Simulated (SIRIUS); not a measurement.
The system is HfIn4SiO6.

```xyz
12
Lattice="3.2302 -5.5777 -0.0247 3.2302 5.5777 -0.0247 -1.4907 0.0000 6.3203" Properties=species:S:1:pos:R:3 pbc="T T T"
Hf    0.6440    0.0000    0.0526
In    4.1040   -1.7301    0.0202
In    4.1040    1.7301    0.0202
In    1.7482   -1.8121    3.0400
In    1.7482    1.8121    3.0400
Si    4.8557    0.0000    2.7718
O     4.0293   -1.3765    2.3731
O     4.0293    1.3765    2.3731
O    -0.2525    0.0000    1.8631
O     5.2892    0.0000    4.3477
O     1.7422   -1.5806    0.4557
O     1.7422    1.5806    0.4557
```

The cell was built by a generator and needn't be a form met in nature.

Base run:

| Quantity | Value |
| --- | --- |
| Program | SIRIUS 7.12.0 |
| Functional | PBE |
| Potentials or basis | PseudoDojo 0.4.1 PBE standard (scalar relativistic) |
| Cutoff | 1152 eV |
| Density cutoff | 4606 eV |
| k mesh | 5 × 5 × 4 |
| Occupations | fermi-dirac, width 0.05 eV |
| Spin | no spin polarisation |

Its results: band gap on the k mesh 0.64 eV; pressure -0.4 GPa; largest force 0.155 eV/Å.

The run is repeated on the same cell with these changes: k mesh from 5 × 5 × 4 to 2 × 2 × 2. What comes out?

Band gap on the k mesh 1.06 eV, indirect (least direct gap 1.33 eV); pressure -0.5 GPa; largest force 0.130 eV/Å.

Caveats: some runs use coarse meshes; spin-orbit coupling is left out, which moves the levels of the heavy elements; an odd mesh through Γ misses points on the zone boundary, where band edges often lie (some runs).

Not every run made on this cell is shown here.
